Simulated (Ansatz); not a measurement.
Predict the output of the script below (Ansatz's Python interface).

Input file `mg3znc.cif`:
```cif
data_Mg3ZnC
_cell_length_a 4.406931
_cell_length_b 4.406931
_cell_length_c 4.406931
_cell_angle_alpha 90.00000
_cell_angle_beta 90.00000
_cell_angle_gamma 90.00000
_symmetry_space_group_name_H-M 'P 1'
_symmetry_Int_Tables_number 1
loop_
_symmetry_equiv_pos_as_xyz
'x, y, z'
loop_
_atom_site_label
_atom_site_type_symbol
_atom_site_fract_x
_atom_site_fract_y
_atom_site_fract_z
Mg1 Mg    0.000000    0.500000    0.500000
Mg2 Mg    0.500000    0.500000    0.000000
Mg3 Mg    0.500000    0.000000    0.500000
Zn4 Zn    0.000000    0.000000    0.000000
C5 C    0.500000    0.500000    0.500000
```

`mg3znc.py`
```python
"""Editing single keys of the input for Mg3ZnC."""

import warnings

import ansatz as az
from ase.io import read

CUTOFF = 510
KSPACING = 0.29
OCCUPATIONS = "methfessel_paxton"
SIGMA = 0.1

warnings.simplefilter("ignore", az.DeckWarning)

atoms = read("mg3znc.cif")
crystal = az.Crystal.from_ase(atoms)

model = (
    crystal.calculation()
    .basis(CUTOFF)
    .kpoints(spacing=KSPACING)
    .occupations(OCCUPATIONS, width=SIGMA)
    .band_table()
)
typed = model.input()
rows = []
for value in [2, 5, 10]:
    edited = typed.set(az.key.scf.mixing.ndim, value)
    r = az.Session.from_dict(edited).plan().execute().report
    rows.append((value, r["free_energy_ev"], r["n_iterations"], len(r["eigenvalues_ev"][0]) if "eigenvalues_ev" in r else 0))
for row in rows:
    print("; ".join(f"{name} = {round(v, 4) if isinstance(v, float) else v}" for name, v in zip(["history", "F eV", "iterations", "bands listed"], row)))
```

Output of `python mg3znc.py`:
```text
history = 2; F eV = -9340.4527; iterations = 10; bands listed = 28
history = 5; F eV = -9340.4527; iterations = 7; bands listed = 28
history = 10; F eV = -9340.4527; iterations = 6; bands listed = 28
```

Reading the output:
- Absolute energies stand on the zero of these potentials, so only differences at equal settings mean something. A total without «per atom» is that of the cell as typed.
- For a metal this k-point mesh is coarse: on a finer one energies can move by several to tens of meV an atom and pressures by half a GPa or more, differences at one mesh by less.
- No functional is typed, so the default, PBE, holds.
- This cell is a computed structure, which may not be the phase found in nature.
- The whole script took 4.8 s on 1 thread of Arm Neoverse V2 (shared host), peak memory 0.46 GiB.

(Lines on the test bed's own set-up are left out of the output.)
